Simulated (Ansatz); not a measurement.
# FH2InO2: how energies converge with the basis set

An exercise on one series of results from a longer session: the logs are not shown, and one member is left open.

Program: Ansatz 0.2.0, Gaussian basis. Level of theory: one geometry, several basis sets. These are calculated values, not measurements.

Plan: PBE0-D4/def2-SVP; ωB97M-V/def2-SVP; PBE0-D4/def2-QZVPP; ωB97M-V/def2-QZVPP; the functionals' def2-TZVPP values are taken from earlier runs.

## The geometry

The geometry comes from an earlier relaxation with PBE0-D4 in a triple-zeta def2 set; it is a stationary point. In takes the def2 core potential; no spin-orbit term is included.

SMILES `[OH][In]([OH])[F]`, 6 atoms, charge 0, spin multiplicity 1.

Atoms are counted from 1 here; the program's logs count them from 0.

Bond lengths: O1–In2 1.967 Å, O1–H5 0.962 Å, In2–O3 1.958 Å, In2–F4 1.940 Å, O3–H6 0.961 Å. Angles: In2–O1–H5 111.4°, O1–In2–O3 126.7°, O1–In2–F4 115.7°, O3–In2–F4 117.6°, In2–O3–H6 112.0°.

Coordinates:

```mol
FH2InO2
  3D, bonds by distance, orders not assigned

  6  5  0  0  0  0  0  0  0  0999 V2000
   -0.3259    1.5666   -0.5889 O   0  0
   -0.0675   -0.3273   -0.1254 In  0  0
    0.8703   -1.0304    1.4427 O   0  0
   -0.8304   -1.6089   -1.3668 F   0  0
   -0.8191    1.6634   -1.4086 H   0  0
    1.2147   -0.3274    2.0008 H   0  0
  1  2  8  0
  2  3  8  0
  2  4  8  0
  1  5  8  0
  3  6  8  0
M  END
```

Set-up of the first run:

Contents of in.yaml:

```yaml
crystal:
  periodic: [false, false, false]
  atoms:
    - {symbol: O, position_ang: [-0.325866, 1.566580, -0.588883]}
    - {symbol: In, position_ang: [-0.067511, -0.327293, -0.125447]}
    - {symbol: O, position_ang: [0.870303, -1.030426, 1.442747]}
    - {symbol: F, position_ang: [-0.830399, -1.608857, -1.366820]}
    - {symbol: H, position_ang: [-0.819121, 1.663412, -1.408628]}
    - {symbol: H, position_ang: [1.214694, -0.327416, 2.000831]}
basis:
  gaussian: {orbitals: def2-SVP}
hamiltonian: {xc: pbe0, dispersion: d4}
output: {orbitals: {seedname: orbitals}}
```

Among the steps run: PBE0-D4 in def2-SVP; ωB97M-V in def2-SVP; PBE0-D4 in def2-QZVPP; ωB97M-V in def2-QZVPP.

One table of the session follows, with a row left open; its other results are not shown here.

It belongs to the step «Functionals by basis». 

```
functional       basis  HOMO (eV)  LUMO (eV)
   PBE0-D4    def2-SVP          ?          ?
   PBE0-D4  def2-TZVPP      -9.07      -2.33
   PBE0-D4  def2-QZVPP      -9.13      -2.42
   ωB97M-V    def2-SVP     -11.18      -0.08
   ωB97M-V  def2-TZVPP     -11.55      -0.40
   ωB97M-V  def2-QZVPP     -11.62      -0.64
```

Q: Estimate the row for PBE0-D4, def2-SVP from the others.

The run gave: HOMO (eV): -8.75; LUMO (eV): -2.09. In the column «HOMO (eV)» it is the highest.
